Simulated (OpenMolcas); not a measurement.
**BPW91/ANO-RCC-VDZP (DKH1) run of ZrO2 (zirconia)**

Aim: the vertical singlet–triplet gap of ZrO2 (zirconia) at BPW91/ANO-RCC-VDZP (DKH1), from 2 runs. 

The results are computed with OpenMolcas 26.06.

### 1 The molecule

The species is ZrO2 (3 atoms), meant as a singlet with charge 0. SMILES: `[O]=[Zr]=[O]`. The shape is that of a PBE0-D4/def2-TZVP optimisation.

Bond lengths: O1–Zr2 1.761 Å, Zr2–O3 1.761 Å. Angles: O1–Zr2–O3 107.9°.

### 2 Energy and gradient at BPW91/ANO-RCC-VDZP (DKH1)

mol.xyz

```xyz
3

O      0.654500     1.252500     0.388400
Zr     0.348500    -0.481700     0.351800
O     -1.003000    -0.770800    -0.740100
```

job.inp

```
&GATEWAY
Coord
mol.xyz
Basis
ANO-RCC-VDZP
Group
NoSym
&SEWARD
Relativistic
R01O00
Expert
&SCF
KSDFT
2
1.0 GGA_X_B88
1.0 GGA_C_PW91
PrOrbitals
1 1
&ALASKA
```

On the command line:

```
$ export MOLCAS_MEM=1860
$ pymolcas job.inp > job.log
```

The log of the run:

```text
--- Start Module: gateway ---
[...]
--- Stop Module: gateway /rc=_RC_ALL_IS_WELL_ ---
[...]
 ###    WARNING:  EXPERT option is ON!                                       ###
 ###############################################################################
               SEWARD will generate:
[...]
      Basis functions           71
[...]
--- Start Module: scf ---
[...]
       Convergence after  17 Iterations
[...]
::    Total KS-DFT energy                           -3762.5465529119
[...]
      Total spin, S                                     0.0000000000
[...]
      Total electronic charge=   56.000000
      Total            charge=   -0.000000
[...]
      Dipole Moment (debye):
      Origin of the operator (angstrom)=    0.2113   -0.2921    0.2133
                   X=  3.7098E+00               Y= -5.1278E+00               Z=  3.7446E+00           Total=  7.3539E+00
      Quadrupole Moment (debye*angstrom):
[...]
--- Stop Module: scf /rc=_RC_ALL_IS_WELL_ ---
[...]
--- Start Module: alaska ---
[...]
 *              Molecular gradients               *
 **************************************************
  Irreducible representation: a
 ------------------------------------------------------------------------------------------
                              X                       Y                       Z
 ------------------------------------------------------------------------------------------
  O1               -5.19329419006453E-04   -1.32093784503056E-02    1.23364256275948E-03
  ZR2              -9.67025188035109E-03    1.33541398197146E-02   -9.75935949363915E-03
  O3                1.01895812993504E-02   -1.44761369458735E-04    8.52571693090809E-03
 ------------------------------------------------------------------------------------------
--- Stop Module: alaska /rc=_RC_ALL_IS_WELL_ ---
[...]
```

Run time: 43 s. Hardware: 1 thread of Intel Xeon 6975P-C (Granite Rapids), shared host; peak memory 0.49 GiB.

### 3 The triplet, same level

mol.xyz is that of step 2.

job.inp

```
* O2Zr Kohn-Sham DFT

&gateway
  coord=mol.xyz
  basis=ANO-RCC-VDZP
  group=NoSym

&seward
  relativistic=R01O00
  expert

&scf
  uhf
  spin=3
  ksdft=2
  1.0 GGA_X_B88
  1.0 GGA_C_PW91
  prorbitals=1 1

&alaska
```

On the command line:

```
$ export MOLCAS_MEM=1860
$ pymolcas job.inp > job.log
```

The log of the run:

```text
--- Start Module: gateway ---
[...]
--- Stop Module: gateway /rc=_RC_ALL_IS_WELL_ ---
[...]
 ###    WARNING:  EXPERT option is ON!                                       ###
 ###############################################################################
               SEWARD will generate:
[...]
      Basis functions           71
[...]
--- Start Module: scf ---
[...]
       Convergence after  23 Iterations
[...]
::    Total KS-DFT energy                           -3762.4709280470
[...]
      Total spin, S                                     1.0024943729
[...]
      Total electronic charge=   56.000000
      Total            charge=   -0.000000
[...]
      Dipole Moment (debye):
      Origin of the operator (angstrom)=    0.2113   -0.2921    0.2133
                   X=  1.7493E+00               Y= -2.4179E+00               Z=  1.7657E+00           Total=  3.4676E+00
      Quadrupole Moment (debye*angstrom):
[...]
--- Stop Module: scf /rc=_RC_ALL_IS_WELL_ ---
[...]
--- Start Module: alaska ---
[...]
 *              Molecular gradients               *
 **************************************************
  Irreducible representation: a
 ------------------------------------------------------------------------------------------
                              X                       Y                       Z
 ------------------------------------------------------------------------------------------
  O1               -6.19803676386610E-03   -4.74349397581832E-02    8.12222474869229E-04
  ZR2              -3.06384087378042E-02    4.23422239677649E-02   -3.09247808231596E-02
  O3                3.68364455016774E-02    5.09271579040327E-03    3.01125583482893E-02
 ------------------------------------------------------------------------------------------
--- Stop Module: alaska /rc=_RC_ALL_IS_WELL_ ---
[...]
```

It took 47 s on 1 thread of Intel Xeon 6975P-C (Granite Rapids), shared host; peak memory 0.5 GiB.

### 4 Results

At BPW91/ANO-RCC-VDZP (DKH1):

```
                                        quantity           value
                           singlet: total energy  -3762.54655 Eh
                          singlet: dipole moment          7.35 D
                            singlet: HOMO energy        -5.36 eV
                            singlet: LUMO energy        -3.36 eV
                          singlet: HOMO–LUMO gap         2.00 eV
               singlet: largest force on an atom      0.985 eV/Å
                           triplet: total energy  -3762.47093 Eh
                          triplet: dipole moment          3.47 D
     triplet: HOMO energy (highest over α and β)        -4.39 eV
                                   triplet: ⟨S²⟩           2.007
               triplet: largest force on an atom      3.123 eV/Å
vertical energy of the triplet above the singlet        2.058 eV
```

In words: At this shape the triplet lies 2.06 eV (199 kJ/mol) above the singlet. The largest force (singlet) is 0.99 eV/Å: the shape isn't a stationary point for this species at this level. Mulliken charges (singlet) run from -0.57 on O1 to +1.14 on Zr2.
